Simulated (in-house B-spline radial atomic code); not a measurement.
**Rh²⁺: excited configurations**

Aim: the energies of several excited configurations of Rh²⁺ above a reference configuration, each from its own self-consistent run.

Program: in-house B-spline radial atomic code version 1. Level of theory: scalar-relativistic (spin-free one-electron X2C) TPSSh, spin-polarised, spherical density, exact exchange averaged over the configuration, Fermi nucleus, basis-set limit. These are calculated values, not measurements, unless marked.

## Step 1: What is computed

```
element       : rhodium (Z = 45)
charge        : +2
electrons     : 43
configuration : [Kr] 4d7
Hamiltonian   : scalar-relativistic (X2C)
nucleus       : Fermi, rms radius 4.495 fm
```

Outer shells as boxes (Hund's rule):

[Kr] 4d7
```
[Kr] core
4d [↑↓][↑↓][↑ ][↑ ][↑ ]
```

Where spins are not typed, each open shell is filled with up spins first.

## Step 2: The reference configuration

Input settings:

```ini
Z = 45
electrons = 43.0
configuration = [Kr] 4d7
hamiltonian = x2c
method = tpssh
spin_polarised = True
nucleus = fermi
rms_radius = 4.4945
mass_number = 103
atomic_mass = 102.905494081
speed_of_light = 137.035999084
exact_exchange = averaged over the configuration
```

Command:

```console
$ python run_scf.py task.json out
```

One command runs all members of the session, one after another, from task.json.

## Step 3: [Ar] 3d10 4s2 4p5 4d7 5d1

Settings: those of step 2 with these lines changed.

```diff
@@ -2,3 +2,3 @@
 electrons = 43.0
-configuration = [Kr] 4d7
+configuration = [Ar] 3d10 4s2 4p5 4d7 5d1
 hamiltonian = x2c
```

## Step 4: [Ar] 3d9 4s2 4p6 4d7 4f1

Settings: those of step 3 with these lines changed.

```diff
@@ -2,3 +2,3 @@
 electrons = 43.0
-configuration = [Ar] 3d10 4s2 4p5 4d7 5d1
+configuration = [Ar] 3d9 4s2 4p6 4d7 4f1
 hamiltonian = x2c
```

## Step 5: Configuration [Ar] 3d9 4s2 4p6 4d7 5f1

Settings: those of step 4 with these lines changed.

```diff
@@ -2,3 +2,3 @@
 electrons = 43.0
-configuration = [Ar] 3d9 4s2 4p6 4d7 4f1
+configuration = [Ar] 3d9 4s2 4p6 4d7 5f1
 hamiltonian = x2c
```

## Step 6: [Kr] 4d6 5d1

Settings: those of step 5 with these lines changed.

```diff
@@ -2,3 +2,3 @@
 electrons = 43.0
-configuration = [Ar] 3d9 4s2 4p6 4d7 5f1
+configuration = [Kr] 4d6 5d1
 hamiltonian = x2c
```

## Step 7: Run with [Ar] 3d10 4s2 4p5 4d7 5s1

Settings: those of step 6 with these lines changed.

```diff
@@ -2,3 +2,3 @@
 electrons = 43.0
-configuration = [Kr] 4d6 5d1
+configuration = [Ar] 3d10 4s2 4p5 4d7 5s1
 hamiltonian = x2c
```

## Step 8: Run with [Ar] 3d9 4s2 4p6 4d7 5d1

Settings: those of step 7 with these lines changed.

```diff
@@ -2,3 +2,3 @@
 electrons = 43.0
-configuration = [Ar] 3d10 4s2 4p5 4d7 5s1
+configuration = [Ar] 3d9 4s2 4p6 4d7 5d1
 hamiltonian = x2c
```

Before running: How far above the reference does each configuration lie (order and size, in eV)?

**Answer**, as computed:

| net move | configuration | 2|M_S|+1 | energy above the reference (eV) | largest <r> (bohr) |
| --- | --- | --- | --- | --- |
| 4d → 5d | [Kr] 4d6 5d1 | 6 | 19.021 | 4.51 |
| 4p → 5s | [Ar] 3d10 4s2 4p5 4d7 5s1 | 6 | 51.992 | 2.54 |
| 4p → 5d | [Ar] 3d10 4s2 4p5 4d7 5d1 | 6 | 66.295 | 4.47 |
| 3d → 5d | [Ar] 3d9 4s2 4p6 4d7 5d1 | 6 | 327.83 | 4.43 |
| 3d → 4f | [Ar] 3d9 4s2 4p6 4d7 4f1 | 6 | 331.41 | 5.41 |
| 3d → 5f | [Ar] 3d9 4s2 4p6 4d7 5f1 | 6 | 334.01 | 9.10 |

The lowest of them is 4d → 5d at 19.021 eV and the highest 3d → 5f at 334.01 eV. 5 of them lie more than 60 % above minus the reference's highest level (24.983 eV), in the range where a state can decay by emitting an electron. Two partly filled shells share a symmetry and can mix in the average, which may lower the energy, for: 3d → 5d; 3d → 4f; 3d → 5f. The reference has 2|M_S|+1 = 4; 6 of the configurations differ from it in spin. These are spherical averages at the typed spins, not spectroscopic levels.
